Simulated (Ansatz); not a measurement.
# ZnS: the cost of one run

Computed with Ansatz 0.2.0 (DFT LDA, frozen-core PAW, scalar-relativistic unless said, unless a step's input says otherwise).

The COD entry's cell or inner coordinates are ideal or old and differ from later refinements, so a difference from it is no clean test against experiment.

1 further run of the same task is left out (set aside as unsound or not needed).

## Step 1: Starting point

The structure is cubic, space group F-43m (No. 216). The conventional cell has a = 5.404 Å, b = 5.404 Å, c = 5.404 Å, α = 90.00°, β = 90.00°, γ = 90.00°. Zn (site symmetry -43m) is surrounded by 4 S at 2.34 Å. Around S (site symmetry -43m) lie 4 Zn at 2.34 Å.

As a file:

```
Zn S
1.0
     0.00000    2.70200    2.70200
     2.70200    0.00000    2.70200
     2.70200    2.70200    0.00000
Zn S
1 1
Direct
  0.75000 0.75000 0.75000
  0.00000 0.00000 0.00000
```

Cartesian axes are those of the input's lattice vectors. The structure goes back to a database entry.

## Step 2: Cell and atoms relaxed, PAW

The input, input.yaml:

```yaml
crystal:
  lattice:
    - [0.0, 2.702, 2.702]
    - [2.702, 0.0, 2.702]
    - [2.702, 2.702, 0.0]
  atoms:
    - { symbol: Zn, position: [0.75, 0.75, 0.75] }
    - { symbol: S, position: [0.0, 0.0, 0.0] }
kpoints:
  mp_grid: { grid: [12, 12, 12] }
scf:
  occupations: { method: fermi_dirac, width: 0.1 }
hamiltonian:
  xc: lda
  pseudopotentials: { kind: paw }
relax:
  f_tol: 0.002
  max_steps: 80
  cell: {}
output:
  forces: true
  stress: true
```

On the command line:

```console
$ ansatz run input.yaml --threads 2 --pin off --max-ram 5120MiB --backend cpu --events-out ev --progress --plain --runs-dir out
```

What time and memory should one allow on 2 threads of Arm Neoverse V1, shared host?

About 8.3 s, with a peak of 0.34 GiB.
